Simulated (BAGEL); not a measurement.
# HF/STO-3G (density fitting with qzvpp-jkfit) run of BH3O3 (boric acid)

What is the vertical singlet–triplet gap of BH3O3 (boric acid) at HF/STO-3G (density fitting with qzvpp-jkfit)? 

Program for the calculation: BAGEL 1.2.2.

4 further runs of the same task are left out: 4 set aside as unsound or not needed. Runs told in other sessions of the task aren't counted.

## Step 1: Starting point

BH3O3 has 7 atoms, charge 0, and is taken as a singlet. As SMILES, `OB(O)O`. Geometry: relaxed at PBE0-D4/def2-TZVP. This is a higher conformer, about 20 kJ/mol above the lowest found by a separate search.

Bond lengths: O1–B2 1.367 Å, B2–O3 1.360 Å, B2–O4 1.376 Å, O1–H5 0.957 Å, O3–H6 0.959 Å, O4–H7 0.957 Å. Angles: O1–B2–O3 116.5°, O1–B2–O4 125.2°, O3–B2–O4 118.3°, B2–O1–H5 115.3°, B2–O3–H6 111.6°, B2–O4–H7 115.8°.

## Step 2: A single-point energy at HF/STO-3G (density fitting with qzvpp-jkfit)

Input file input.json:

```json
{ "bagel" : [

{
  "title" : "molecule",
  "basis" : "sto-3g",
  "df_basis" : "qzvpp-jkfit",
  "angstrom" : true,
  "geometry" : [
    { "atom" : "O", "xyz" : [      -1.109700,       0.802600,       0.321900 ] },
    { "atom" : "B", "xyz" : [      -0.012200,      -0.006800,       0.228700 ] },
    { "atom" : "O", "xyz" : [       0.501200,      -0.469300,       1.400100 ] },
    { "atom" : "O", "xyz" : [       0.600700,      -0.381300,      -0.945400 ] },
    { "atom" : "H", "xyz" : [      -1.457400,       1.118600,      -0.511500 ] },
    { "atom" : "H", "xyz" : [       1.266800,      -1.028200,       1.254500 ] },
    { "atom" : "H", "xyz" : [       0.210500,      -0.035700,      -1.748300 ] }
  ]
},

{ "title" : "hf" },

{ "title" : "print", "file" : "orbitals.molden", "orbitals" : true }

]}
```

Run with:

```bash
$ BAGEL_NUM_THREADS=1 BAGEL input.json > input.out
```

The program printed:

```text
* using 1 threads per process

  ===============================================================
  ===============================================================

  *** Geometry ***

  { "atom" : "O", "xyz" : [     -2.097029,      1.516694,      0.608303 ] },
  { "atom" : "B", "xyz" : [     -0.023055,     -0.012850,      0.432180 ] },
  { "atom" : "O", "xyz" : [      0.947131,     -0.886848,      2.645806 ] },
  { "atom" : "O", "xyz" : [      1.135158,     -0.720553,     -1.786547 ] },
  { "atom" : "H", "xyz" : [     -2.754087,      2.113848,     -0.966595 ] },
  { "atom" : "H", "xyz" : [      2.393905,     -1.943016,      2.370661 ] },
  { "atom" : "H", "xyz" : [      0.397787,     -0.067463,     -3.303808 ] },

  Number of auxiliary basis functions:      360

  Since a DF basis is specified, we compute 2- and 3-index integrals:
    o Being stored without compression. Storage requirement is 0.002 GB

  Number of basis functions:       23
  Number of electrons      :       32

    * METHOD: MOLECULE                             0.18

  *** RHF ***

  === Nuclear Repulsion ===
   116.2296344745

      * DIIS with orbital gradients will be used.

  === RHF iteration (sto-3g) ===
      0       -247.67792251          0.02550131           0.01
      1       -247.77572098          0.00598540           0.01
      2       -247.78052561          0.00098410           0.01
      3       -247.78071692          0.00012367           0.01
      4       -247.78071962          0.00002951           0.01
      5       -247.78071978          0.00000575           0.01
      6       -247.78071979          0.00000134           0.01
      7       -247.78071979          0.00000029           0.01
      8       -247.78071979          0.00000008           0.01
      9       -247.78071979          0.00000002           0.01
     10       -247.78071979          0.00000000           0.01
    * SCF iteration converged.

    * Permanent dipole moment:
           (   -0.009491,    -0.065368,     1.047300) a.u.

    * METHOD: HF                                   0.21

    * METHOD: PRINT                                0.00

  ===============================================================
```

Wall time 0.74 s (1 thread of Intel Xeon Platinum 8259CL at 2.50GHz (Skylake/Cascade Lake), shared host); peak memory 0.08 GiB.

## Step 3: The triplet

Input file job.json:

```json
{ "bagel": [

{
  "title": "molecule",
  "basis": "sto-3g",
  "df_basis": "qzvpp-jkfit",
  "angstrom": true,
  "geometry": [
    { "atom": "O", "xyz": [   -1.109700,    0.802600,    0.321900 ] },
    { "atom": "B", "xyz": [   -0.012200,   -0.006800,    0.228700 ] },
    { "atom": "O", "xyz": [    0.501200,   -0.469300,    1.400100 ] },
    { "atom": "O", "xyz": [    0.600700,   -0.381300,   -0.945400 ] },
    { "atom": "H", "xyz": [   -1.457400,    1.118600,   -0.511500 ] },
    { "atom": "H", "xyz": [    1.266800,   -1.028200,    1.254500 ] },
    { "atom": "H", "xyz": [    0.210500,   -0.035700,   -1.748300 ] }
  ]
},
{
  "title": "uhf",
  "nopen": 2
},
{
  "title": "print",
  "file": "orbitals.molden",
  "orbitals": true
}

]}
```

Run with:

```bash
$ BAGEL_NUM_THREADS=1 BAGEL job.json > job.out
```

The program printed:

```text
* using 1 threads per process

  ===============================================================
  ===============================================================

  *** Geometry ***

  { "atom" : "O", "xyz" : [     -2.097029,      1.516694,      0.608303 ] },
  { "atom" : "B", "xyz" : [     -0.023055,     -0.012850,      0.432180 ] },
  { "atom" : "O", "xyz" : [      0.947131,     -0.886848,      2.645806 ] },
  { "atom" : "O", "xyz" : [      1.135158,     -0.720553,     -1.786547 ] },
  { "atom" : "H", "xyz" : [     -2.754087,      2.113848,     -0.966595 ] },
  { "atom" : "H", "xyz" : [      2.393905,     -1.943016,      2.370661 ] },
  { "atom" : "H", "xyz" : [      0.397787,     -0.067463,     -3.303808 ] },

  Number of auxiliary basis functions:      360

  Since a DF basis is specified, we compute 2- and 3-index integrals:
    o Being stored without compression. Storage requirement is 0.002 GB

  Number of basis functions:       23
  Number of electrons      :       32

    * METHOD: MOLECULE                             0.18

  *** Open-shell HF ***

  === Nuclear Repulsion ===
   116.2296344745

      * DIIS with orbital gradients will be used.

  === UHF iteration (sto-3g) ===
      0       -247.35626213          0.03790544           0.03
      1       -247.42812333          0.00915547           0.03
      2       -247.43805866          0.00593504           0.03
      3       -247.44272722          0.00389779           0.03
      4       -247.44684234          0.00163544           0.03
      5       -247.44753122          0.00056688           0.03
      6       -247.44759602          0.00021404           0.03
      7       -247.44760323          0.00011609           0.03
      8       -247.44760637          0.00005787           0.03
      9       -247.44760747          0.00003593           0.03
     10       -247.44760800          0.00000863           0.03
     11       -247.44760803          0.00000290           0.03
     12       -247.44760803          0.00000040           0.03
     13       -247.44760803          0.00000013           0.03
     14       -247.44760803          0.00000009           0.03
     15       -247.44760803          0.00000006           0.03
     16       -247.44760803          0.00000003           0.03
     17       -247.44760803          0.00000002           0.03
     18       -247.44760803          0.00000001           0.03
     19       -247.44760803          0.00000000           0.02
    * SCF iteration converged.

    * S^2 (UHF) is 2.0078

    * Permanent dipole moment:
           (   -0.813167,     0.634712,    -0.441577) a.u.

    * METHOD: UHF                                  0.67

    * METHOD: PRINT                                0.00

  ===============================================================
```

Run time: 1.2 s. Hardware: 1 thread of Intel Xeon Platinum 8259CL at 2.50GHz (Skylake/Cascade Lake), shared host; peak memory 0.08 GiB.

## Step 4: Summary of results

Level: HF/STO-3G (density fitting with qzvpp-jkfit).

| quantity | value |
| --- | --- |
| singlet: total energy | -247.78072 Eh |
| singlet: dipole moment | 2.67 D |
| singlet: HOMO energy | -10.04 eV |
| singlet: LUMO energy | 10.86 eV |
| singlet: HOMO–LUMO gap | 20.89 eV |
| triplet: total energy | -247.44761 Eh |
| triplet: dipole moment | 2.85 D |
| triplet: ⟨S²⟩ | 2.008 |
| vertical energy of the triplet above the singlet | 9.064 eV |

At this shape the triplet lies 9.06 eV (875 kJ/mol) above the singlet. In a minimal basis such a difference can be off by several eV, whatever the method.
